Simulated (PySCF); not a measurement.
# BCl3: the cost of one run

Programs: PySCF 2.14.0, with density-fitted response routines of our own. Each step states its level of theory. These are calculated values for one molecule in the gas phase, unless marked as measured. Atoms count from 0, in the outputs and in this text.

### 1 Starting geometry

4 atoms, charge 0, multiplicity 1; geometry from: GFN2-xTB. The atoms were then displaced at random by about 0.03 Å, so the start is not that level's minimum.

Bonds of the start (Å): Cl0–B1 1.74, B1–Cl2 1.75, B1–Cl3 1.84.

### 2 Relaxing the molecule at PBE0-D3(BJ)/def2-SVP

The job: settings as JSON, then the geometry in Å.

```
{"job": {"xc": "PBE0", "basis": "def2-SVP", "d3": "d3bj", "grid": 1, "shake": 0.03, "kind": "geom"}, "charge": 0, "multiplicity": 1}
Cl    -0.793300    -1.568410     0.003440
B     -0.012260    -0.011490    -0.018920
Cl    -0.918150     1.487950    -0.027370
Cl     1.827470     0.011050    -0.033330
```

Launch:

```bash
$ OMP_NUM_THREADS=1 python probes_run.py task.json out
```

The driver reads the jobs from task.json and runs them one after another.

Q: Estimate the wall time and peak memory of this first job on 1 thread of Arm Neoverse V2, shared host.

About 5.5 s, with a peak of 0.29 GiB.
